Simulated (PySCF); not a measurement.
# [PbBr2]2+: other functionals and bases at one geometry

An exercise on one series of results from a longer session: the logs are not shown, and one member is left open.

Method: several levels, as the steps say, no spin–orbit coupling; program: PySCF 2.14.0.

1 further run of the same task is left out (for a known fault of the program).

## The system as given

3 atoms, charge 2, spin multiplicity 1.

Bond lengths: Pb1–Br2 2.454 Å, Pb1–Br3 2.454 Å. Angles: Br2–Pb1–Br3 180.0°.

Coordinates:

```xyz
3

Pb    0.0000    0.0000    0.2412
Br    2.4539    0.0000    0.2413
Br   -2.4539    0.0000    0.2413
```

Formal oxidation states: Pb +4. An earlier session relaxed this geometry at PBE0, Pb def2-SVP with ECP60, Br def2-SVP (singlet, point group D∞h).

At PBE0 on the finer grid: E = -5339.169484 Eh, HOMO -20.04 eV, LUMO -16.86 eV, Mulliken charge on Pb1 +1.27 e, largest force component 0.001 eV/Å. 

Levels to run: TPSS; r2SCAN; PBE0, TZVP. Hardware: 2 threads of AMD EPYC, shared host.

The first run:

run.py (the lines that set the calculation)

```python
mol = gto.M(atom='''
Pb     0.00000     0.00000     0.24121
Br     2.45388     0.00000     0.24126
Br    -2.45388     0.00000     0.24126''',
    basis={'Pb': 'def2-SVP', 'Br': 'def2-SVP'},
    ecp={'Pb': 'def2-SVP'},
    charge=2, spin=0)
mf = dft.RKS(mol, xc='TPSS')
mf.grids.atom_grid = (75, 302)
mf = mf.density_fit()  # fitting sets: Pb def2-universal-JKFIT, Br def2-universal-JKFIT
mf.conv_tol = 1e-08; mf.max_cycle = 55
mf.kernel(dm0)  # dm0: the density of the relaxed state
```

Command:

```
$ OMP_NUM_THREADS=2 python run.py
```

Steps of the session up to this table: TPSS; r2SCAN; PBE0, TZVP.

One table of the session follows, with a row left open; its other results are not shown here.

```
              level  HOMO (eV)  gap (eV)  charge on Pb1 (e)  largest force component (eV/Å)
PBE0 (relaxed here)     -20.04      3.18               1.27                            0.00
               TPSS     -18.90      1.34               1.24                            0.35
             r2SCAN     -19.14      1.49               1.27                            0.13
         PBE0, TZVP          ?         ?                  ?                               ?
```

Q: Estimate the row for PBE0, TZVP from the others.

As computed: HOMO (eV): -19.90; gap (eV): 3.31; charge on Pb1 (e): 1.35; largest force component (eV/Å): 0.59. In the column «HOMO (eV)» it lies between PBE0 (relaxed here) (-20.04) and r2SCAN (-19.14).

In one basis the HOMO–LUMO gap runs from 1.34 eV (TPSS) to 3.18 eV (PBE0). The largest leftover force, 0.59 eV/Å with PBE0, TZVP, stands at a geometry relaxed at another level. Total energies of different levels can't be compared.
